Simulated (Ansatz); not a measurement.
**triplet CH6B2O at 6 levels**

Aim: a comparison of 6 runs (UHF/STO-3G, U-revPBE/def2-SVP, UPBE0/def2-SVP, USVWN5/def2-SVP, RPA@PBE/def2-SVP, UMP2/def2-SVP) of triplet CH6B2O. 

The calculation is run with Ansatz 0.2.0.

69 further runs of the same task are left out: 69 set aside as unsound or not needed.

### 1 The system as given

The species is CH6B2O (10 atoms), meant as a triplet with charge 0. SMILES of the parent species: `BB(C)O`. Geometry: relaxed at PBE0-D4/def2-TZVP. This is one conformer, not always the lowest. That shape belongs to the parent species and isn't relaxed for this state.

Bond lengths: B1–B2 1.681 Å, B2–C3 1.575 Å, B2–O4 1.367 Å, B1–H5 1.201 Å, B1–H6 1.200 Å, C3–H7 1.093 Å, C3–H8 1.094 Å, C3–H9 1.097 Å, O4–H10 0.959 Å. Some angles: B1–B2–C3 118.7°, B1–B2–O4 125.5°, C3–B2–O4 115.8°, B2–B1–H5 121.9°, B2–B1–H6 122.5°, B2–C3–H7 113.8°, B2–C3–H8 111.5°, B2–C3–H9 108.5°, B2–O4–H10 114.4°, H5–B1–H6 115.4°.

### 2 A single-point energy at UHF/STO-3G (run 1)

Contents of molecule.yaml:

```yaml
crystal:
  periodic: [false, false, false]
  atoms:
    - symbol: B
      position_ang: [-1.157400, 0.826800, -0.622100]
    - symbol: B
      position_ang: [0.289400, 0.045900, -0.271000]
    - symbol: C
      position_ang: [0.377300, -0.834700, 1.032200]
    - symbol: O
      position_ang: [1.432600, 0.117800, -1.017900]
    - symbol: H
      position_ang: [-2.010400, 0.312100, -1.292200]
    - symbol: H
      position_ang: [-1.440400, 1.898900, -0.162200]
    - symbol: H
      position_ang: [-0.546500, -1.371000, 1.265900]
    - symbol: H
      position_ang: [1.200400, -1.552500, 0.975700]
    - symbol: H
      position_ang: [0.572700, -0.174500, 1.886700]
    - symbol: H
      position_ang: [1.365300, 0.679800, -1.792300]
basis:
  gaussian:
    orbitals: STO-3G
magnetization:
  spin_polarized: true
  initial_magnetization: 2
hamiltonian:
  xc: hf
accuracy: high
output: {orbitals: {seedname: orbitals}}
```

Run with:

```
$ ansatz run molecule.yaml --threads 1 --pin off --max-ram 3480MiB --events-out events.jsonl --progress --plain --runs-dir runs
```

The program printed:

```text
Warning: RAYON_NUM_THREADS=1 ignored (pool sized by the plan → 1); use --threads N
Functional definition: HF
  name "HF"
  exchange = exact_x
  correlation = 0
530 factors; integrals over basis functions are off by at most 3.7e-8 eV
mean field evaluation 1: about -4441.7713 eV, gradient 1.6e1 eV
mean field evaluation 2: about -4441.8909 eV, gradient 1.6e1 eV
mean field evaluation 4: about -4444.2197 eV, gradient 2.5e0 eV
mean field evaluation 8: about -4444.3567 eV, gradient 1.5e-3 eV
mean field evaluation 16: about -4439.1935 eV, gradient 1.7e1 eV
mean field -4444.35490222 eV, -163.3270301645 hartree, gradient 1.3e-8 eV, S^2 2.010858; 0 other end points of the search recorded, 0 dependent functions left out
reference -4444.35490222 eV, -163.3270301645 hartree; 16, 14 occupied and 10, 12 virtual orbitals, 530 factors
Total energy: -4444.35490222 eV, -163.3270301645 hartree
```

Run time: 0.28 s. Hardware: 1 thread of Arm Neoverse V2, shared host.

### 3 The energy at U-revPBE/def2-SVP (run 2)

Contents of run.yaml:

```yaml
crystal:
  periodic: [false, false, false]
  atoms:
    - symbol: B
      position_ang: [-1.157400, 0.826800, -0.622100]
    - symbol: B
      position_ang: [0.289400, 0.045900, -0.271000]
    - symbol: C
      position_ang: [0.377300, -0.834700, 1.032200]
    - symbol: O
      position_ang: [1.432600, 0.117800, -1.017900]
    - symbol: H
      position_ang: [-2.010400, 0.312100, -1.292200]
    - symbol: H
      position_ang: [-1.440400, 1.898900, -0.162200]
    - symbol: H
      position_ang: [-0.546500, -1.371000, 1.265900]
    - symbol: H
      position_ang: [1.200400, -1.552500, 0.975700]
    - symbol: H
      position_ang: [0.572700, -0.174500, 1.886700]
    - symbol: H
      position_ang: [1.365300, 0.679800, -1.792300]
basis:
  gaussian:
    orbitals: def2-SVP
accuracy: high
output: {orbitals: {seedname: orbitals}}
magnetization:
  spin_polarized: true
  initial_magnetization: 2
hamiltonian:
  xc: {name: revPBE}
```

Run with:

```
$ ansatz run run.yaml --threads 1 --pin off --max-ram 3480MiB --events-out events.jsonl --progress --plain --runs-dir runs
```

The program printed:

```text
Warning: RAYON_NUM_THREADS=1 ignored (pool sized by the plan → 1); use --threads N
Functional definition: revPBE
  name "revPBE"
  parameter kappa = 1.245
  parameter beta = 0.06672455060314922
  exchange = pbe_x(kappa = kappa, mu = beta*pi^2/3)
  correlation = pbe_c(beta = beta)
2073 factors; integrals over basis functions are off by at most 3.2e-9 eV
mean field evaluation 1: about -4518.4695 eV, gradient 4.1e1 eV
mean field evaluation 2: about -4510.1085 eV, gradient 5.9e1 eV
mean field evaluation 4: about -4526.6791 eV, gradient 3.6e0 eV
mean field evaluation 8: about -4526.7437 eV, gradient 4.3e-1 eV
mean field evaluation 16: about -4526.7449 eV, gradient 4.9e-5 eV
mean field evaluation 32: about -4525.5785 eV, gradient 4.4e0 eV
mean field -4526.74491526 eV, -166.3548072980 hartree, gradient 4.7e-8 eV, S^2 2.004503; 3 other end points of the search recorded, 0 dependent functions left out
reference -4526.74491974 eV, -166.3548074627 hartree; 16, 14 occupied and 70, 72 virtual orbitals, 2073 factors
Total energy: -4526.74491974 eV, -166.3548074627 hartree
```

Run time: 11 s. Hardware: 1 thread of Arm Neoverse V2, shared host; peak memory 0.28 GiB.

Run 3 isn't shown in full; the table further down has it.

### 4 The energy at USVWN5/def2-SVP (run 4)

Contents of run.yaml:

```yaml
crystal:
  periodic: [false, false, false]
  atoms:
    - {symbol: B, position_ang: [-1.157400, 0.826800, -0.622100]}
    - {symbol: B, position_ang: [0.289400, 0.045900, -0.271000]}
    - {symbol: C, position_ang: [0.377300, -0.834700, 1.032200]}
    - {symbol: O, position_ang: [1.432600, 0.117800, -1.017900]}
    - {symbol: H, position_ang: [-2.010400, 0.312100, -1.292200]}
    - {symbol: H, position_ang: [-1.440400, 1.898900, -0.162200]}
    - {symbol: H, position_ang: [-0.546500, -1.371000, 1.265900]}
    - {symbol: H, position_ang: [1.200400, -1.552500, 0.975700]}
    - {symbol: H, position_ang: [0.572700, -0.174500, 1.886700]}
    - {symbol: H, position_ang: [1.365300, 0.679800, -1.792300]}
basis:
  gaussian:
    orbitals: def2-SVP
magnetization:
  spin_polarized: true
  initial_magnetization: 2
hamiltonian:
  xc: {name: SVWN5}
accuracy: high
output: {orbitals: {seedname: orbitals}}
```

Run with:

```
$ ansatz run run.yaml --threads 1 --pin off --max-ram 3480MiB --events-out events.jsonl --progress --plain --runs-dir runs
```

The program printed:

```text
Warning: RAYON_NUM_THREADS=1 ignored (pool sized by the plan → 1); use --threads N
Functional definition: SVWN5
  name "SVWN5"
  exchange = slater_x
  correlation = vwn5_c
2073 factors; integrals over basis functions are off by at most 3.2e-9 eV
mean field evaluation 1: about -4477.4623 eV, gradient 4.4e1 eV
mean field evaluation 2: about -4466.7923 eV, gradient 6.4e1 eV
mean field evaluation 4: about -4486.8074 eV, gradient 4.9e0 eV
mean field evaluation 8: about -4486.9328 eV, gradient 5.2e-1 eV
mean field evaluation 16: about -4486.9346 eV, gradient 1.5e-4 eV
mean field evaluation 32: about -4486.3186 eV, gradient 2.7e0 eV
mean field -4486.93455983 eV, -164.8918037201 hartree, gradient 3.3e-8 eV, S^2 2.002757; 3 other end points of the search recorded, 0 dependent functions left out
reference -4486.93456315 eV, -164.8918038424 hartree; 16, 14 occupied and 70, 72 virtual orbitals, 2073 factors
Total energy: -4486.93456315 eV, -164.8918038424 hartree
```

It took 5.7 s on 1 thread of Arm Neoverse V2, shared host; peak memory 0.25 GiB.

Run 5 isn't shown in full; the table further down has it.

### 5 The energy at UMP2/def2-SVP (run 6)

Contents of molecule.yaml:

```yaml
crystal:
  periodic: [false, false, false]
  atoms:
    - {symbol: B, position_ang: [-1.157400, 0.826800, -0.622100]}
    - {symbol: B, position_ang: [0.289400, 0.045900, -0.271000]}
    - {symbol: C, position_ang: [0.377300, -0.834700, 1.032200]}
    - {symbol: O, position_ang: [1.432600, 0.117800, -1.017900]}
    - {symbol: H, position_ang: [-2.010400, 0.312100, -1.292200]}
    - {symbol: H, position_ang: [-1.440400, 1.898900, -0.162200]}
    - {symbol: H, position_ang: [-0.546500, -1.371000, 1.265900]}
    - {symbol: H, position_ang: [1.200400, -1.552500, 0.975700]}
    - {symbol: H, position_ang: [0.572700, -0.174500, 1.886700]}
    - {symbol: H, position_ang: [1.365300, 0.679800, -1.792300]}
basis:
  gaussian:
    orbitals: def2-SVP
magnetization:
  spin_polarized: true
  initial_magnetization: 2
correlation:
  method: mp2
  frozen_orbitals: {B: 1, C: 1, H: 0, O: 1}
accuracy: high
```

Run with:

```
$ ansatz run molecule.yaml --threads 1 --pin off --max-ram 3480MiB --events-out events.jsonl --progress --plain --runs-dir runs
```

The program printed:

```text
Warning: RAYON_NUM_THREADS=1 ignored (pool sized by the plan → 1); use --threads N
Functional definition: HF
  name "HF"
  exchange = exact_x
  correlation = 0
2073 factors; integrals over basis functions are off by at most 3.2e-9 eV
mean field evaluation 1: about -4496.3602 eV, gradient 2.2e1 eV
mean field evaluation 2: about -4496.4374 eV, gradient 2.3e1 eV
mean field evaluation 4: about -4499.3652 eV, gradient 3.8e0 eV
mean field evaluation 8: about -4499.5676 eV, gradient 3.5e-1 eV
mean field evaluation 16: about -4499.5713 eV, gradient 5.5e-7 eV
mean field evaluation 32: about -4499.2691 eV, gradient 3.7e0 eV
mean field -4499.57133170 eV, -165.3561965209 hartree, gradient 2.8e-8 eV, S^2 2.013759; 1 other end points of the search recorded, 0 dependent functions left out
4 core orbitals not correlated: weight in the atoms' cores, before any rotation towards them, 1.000 or more for the frozen orbitals, at most 0.000 for the correlated occupied ones
reference -4499.57133170 eV, -165.3561965209 hartree; 12, 10 occupied and 70, 72 virtual orbitals, 2073 factors
second order -13.35476654 eV of doubles, -0.00000000 eV of singles
Total energy: -4512.92609823 eV, -165.8469751390 hartree
```

It took 3.9 s on 1 thread of Arm Neoverse V2, shared host; peak memory 0.33 GiB.

### 6 All runs side by side

```tsv
run	level	frozen core orbitals	energy (Eh)	HOMO energy (eV)	⟨S²⟩	wall time
1	UHF/STO-3G	–	-163.327030	-5.00	2.011	0.28 s
2	U-revPBE/def2-SVP	–	-166.354807	-3.15	2.005	11 s
3	UPBE0/def2-SVP	–	-166.196378	-4.35	2.005	13 s
4	USVWN5/def2-SVP	–	-164.891804	-3.22	2.003	5.7 s
5	RPA@PBE/def2-SVP	4	-166.164734	–	2.004	18 s
6	UMP2/def2-SVP	4	-165.846975	–	2.014	3.9 s
```

### 7 Summary of results

| quantity | value |
| --- | --- |
| run 6: total energy | -165.84698 Eh |
| run 6: correlation energy (4 core orbitals frozen) | -490.8 mEh |
| run 6: ⟨S²⟩ of the reference determinant | 2.014 |

Totals of different functionals can't be ranked against each other. In run 1 the basis is minimal, so the values are rough. All runs together took 52 s, the longest 18 s.
